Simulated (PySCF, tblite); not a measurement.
# C5H13B: geometry, infrared bands and NMR shifts

Aim: predict the infrared bands and NMR shifts of C5H13B (`CB[C@@H](C)CC`).

Programs: tblite 0.8.0 and PySCF 2.14.0, with density-fitted response routines of our own. Each step states its level of theory. These are calculated values for one molecule in the gas phase, unless marked as measured. Atoms are numbered from 0 throughout.

## (1) The molecule as given

19 atoms, charge 0, multiplicity 1; geometry from: force field or distance geometry start.

Bonds of the start (Å): C0–B1 1.61, B1–C2 1.55, C2–C3 1.55, C2–C4 1.50, C4–C5 1.48, C0–H6 1.09, C0–H7 1.13, C0–H8 1.12, B1–H9 1.22, C2–H10 1.10, C3–H11 1.11, C3–H12 1.08, C3–H13 1.11, C4–H14 1.14, C4–H15 1.11, C5–H16 1.12, C5–H17 1.10, C5–H18 1.12.

## (2) Geometry optimisation with GFN2-xTB

What the job is given:

```
{"job": {"kind": "relax", "xc": "GFN2-xTB", "basis": "xTB"}, "charge": 0, "multiplicity": 1}
C      2.498800    -0.325800    -0.418900
B      1.030300    -0.696200     0.123000
C     -0.066500     0.393500    -0.001800
C     -0.047400     1.127500    -1.365900
C     -1.475300    -0.114800     0.136400
C     -1.833800    -0.773800     1.412800
H      2.798400    -0.969600    -1.247500
H      3.264100    -0.472600     0.399400
H      2.583400     0.764500    -0.644000
H      1.070200    -1.270500     1.195600
H      0.119000     1.186700     0.744800
H     -0.466100     0.462200    -2.153100
H      0.939800     1.473200    -1.634700
H     -0.671900     2.036300    -1.202700
H     -2.155500     0.792000     0.041200
H     -1.676700    -0.813100    -0.696600
H     -2.250500     0.005200     2.094300
H     -1.012400    -1.273700     1.940900
H     -2.657800    -1.521800     1.269500
```

The run is started by

```bash
$ OMP_NUM_THREADS=1 python probes_run.py task.json out
```

One launch serves the whole session: the jobs run in the order shown.

**Question.** This job is followed by: GFN2-xTB harmonic vibrations, gas phase; GIAO PBE0/pcSseg-1 NMR shielding, non-relativistic, gas phase. Predict these results of the whole session: strongest single infrared mode (GFN2-xTB); zero-point energy (GFN2-xTB); ¹³C shifts against TMS (PBE0/pcSseg-1); ¹H shifts against TMS (PBE0/pcSseg-1, means over atoms taken as alike); ¹¹B shifts against BF3·OEt2 (PBE0/pcSseg-1).

As calculated:

| quantity | value |
| --- | --- |
| strongest single infrared mode (GFN2-xTB) | 818 cm⁻¹, 138 km/mol |
| zero-point energy (GFN2-xTB) | 106.1 kcal/mol |
| ¹³C shifts against TMS (PBE0/pcSseg-1) | 43.0, 35.5, 18.6, 16.6, 13.5 ppm |
| ¹H shifts against TMS (PBE0/pcSseg-1, means over atoms taken as alike) | 7.84, 1.62, 1.61, 1.45, 1.05, 0.91, 0.89 ppm |
| ¹¹B shifts against BF3·OEt2 (PBE0/pcSseg-1) | 91.7 ppm |

In words: The optimisation took 202 steps and gained 0.912 eV; among the close pairs (by a distance rule), B1–H9 changed most, from 1.217 to 1.173 Å. All 51 modes are real, so the xTB geometry is a minimum. The strongest single mode, at 818 cm⁻¹, is carried by B1, H7, H9, C0. GFN2-xTB is a fitted tight-binding method: band positions and strengths are rough. Its intensities can rank the bands wrongly. At PBE0/pcSseg-1: The largest span, 190 ppm, is at B1, where the paramagnetic term is -185 ppm.
